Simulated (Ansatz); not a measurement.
**As2Se: properties at the relaxed cell**

One table from this session's results is given with a row withheld; the runs are named, their logs left out.

Method: DFT PBE, scalar-relativistic, plane waves, PAW, in Ansatz 0.2.0.

### The system as given

Symmetry: I4_1/amd, No. 141, tetragonal system. Conventional cell: a = 7.080 Å, b = 7.080 Å, c = 5.279 Å, α = 90.00°, β = 90.00°, γ = 90.00°. Around As (site symmetry 2/m) lie 2 Se at 2.66 Å and 4 As at 2.83 Å. Around Se (site symmetry -4m2) lie 4 As at 2.66 Å.

Structure file:

```cif
data_structure
_symmetry_space_group_name_H-M 'P 1'
_symmetry_Int_Tables_number 1
_cell_length_a 5.6595
_cell_length_b 5.6595
_cell_length_c 5.6595
_cell_angle_alpha 102.563
_cell_angle_beta 102.563
_cell_angle_gamma 124.401
_cell_volume 132.31
loop_
_atom_site_label
_atom_site_type_symbol
_atom_site_fract_x
_atom_site_fract_y
_atom_site_fract_z
_atom_site_occupancy
As1 As 0.87500 0.12500 0.75000 1
As2 As 0.37500 0.12500 0.25000 1
As3 As 0.87500 0.62500 0.75000 1
As4 As 0.87500 0.12500 0.25000 1
Se1 Se 0.50000 0.50000 0.00000 1
Se2 Se 0.25000 0.75000 0.50000 1
```

It goes back to an entry of the Materials Project, which need not be the stable form.

This cell was relaxed beforehand with the same method: volume 22.05 Å³/atom, gap on the mesh none (metal).

Set-up of the first run:

input.yaml

```yaml
crystal:
  lattice:
    - [-3.5399917821, 3.5399917821, 2.6394969446]
    - [3.5399917821, -3.5399917821, 2.6394969446]
    - [3.5399917821, 3.5399917821, -2.6394969446]
  atoms:
    - { symbol: As, position: [0.875, 0.125, 0.75] }
    - { symbol: As, position: [0.375, 0.125, 0.25] }
    - { symbol: As, position: [0.875, 0.625, 0.75] }
    - { symbol: As, position: [0.875, 0.125, 0.25] }
    - { symbol: Se, position: [0.5, 0.5, 0.0] }
    - { symbol: Se, position: [0.25, 0.75, 0.5] }
basis:
  ecutwfc: 420
kpoints:
  mp_grid: { grid: [8, 8, 8] }
  band_path:
    path:
      - [[0.0, 0.0, 0.0], [0.0, 0.0, 0.5], [-0.5, 0.5, 0.5], [0.0, 0.0, 0.0], [0.38898817, 0.38898817, -0.38898817]]
      - [[-0.38898817, 0.61101183, 0.38898817], [-0.5, 0.5, 0.5]]
      - [[0.0, 0.0, 0.5], [0.25, 0.25, 0.25], [0.0, 0.5, 0.0], [0.0, 0.0, 0.0]]
    npoints: 14
hamiltonian:
  xc: pbe
scf:
  occupations: { method: gaussian, width: 0.1 }
  n_extra_bands: 15
output:
  forces: true
  stress: true
  eigenvalues: true
  populations: true
  dos: { projected: true, de: 0.02, nscf_kmesh: { grid: [12, 12, 12] } }
  bader: true
  write_density: true
  write_potential: true
  elf: true
  volumetric_format: npy
```

Launch:

```
$ ansatz run input.yaml --threads 1 --pin off --max-ram 2560MiB --backend cpu --events-out ev --progress --plain --runs-dir out
```

Among the steps run: Bands, states and charges; Volume × 0.97; Point at V/V0 = 1.03; The cell scaled to 0.94 of its volume; Point at V/V0 = 1.06.

One table of the session follows, with a row left open; its other results are not shown here.

It belongs to the step «Energy against volume». 

```
volume (Å³/atom)  energy above the lowest point (meV/atom)  pressure (GPa)
          20.728                                      18.1            4.62
          21.390                                         ?               ?
          22.051                                       0.0            0.00
          22.713                                       3.9           -1.83
          23.374                                      14.8           -3.40
```

**Question.** Estimate the row for volume (Å³/atom) = 21.390.

Worked estimate for «energy above the lowest point (meV/atom)». A straight line through the neighbours (20.728, 18.1) and (22.051, 0.0) gives 18.1 + (0.0 − 18.1) × (21.390 − 20.728) / (22.051 − 20.728) = 9.0; a parabola fitted to 3 rows on both sides gives 4.7.

The run gave: energy above the lowest point (meV/atom): 4.3; pressure (GPa): 2.14. In «energy above the lowest point (meV/atom)» the line misses by +4.7 and the parabola by +0.4.
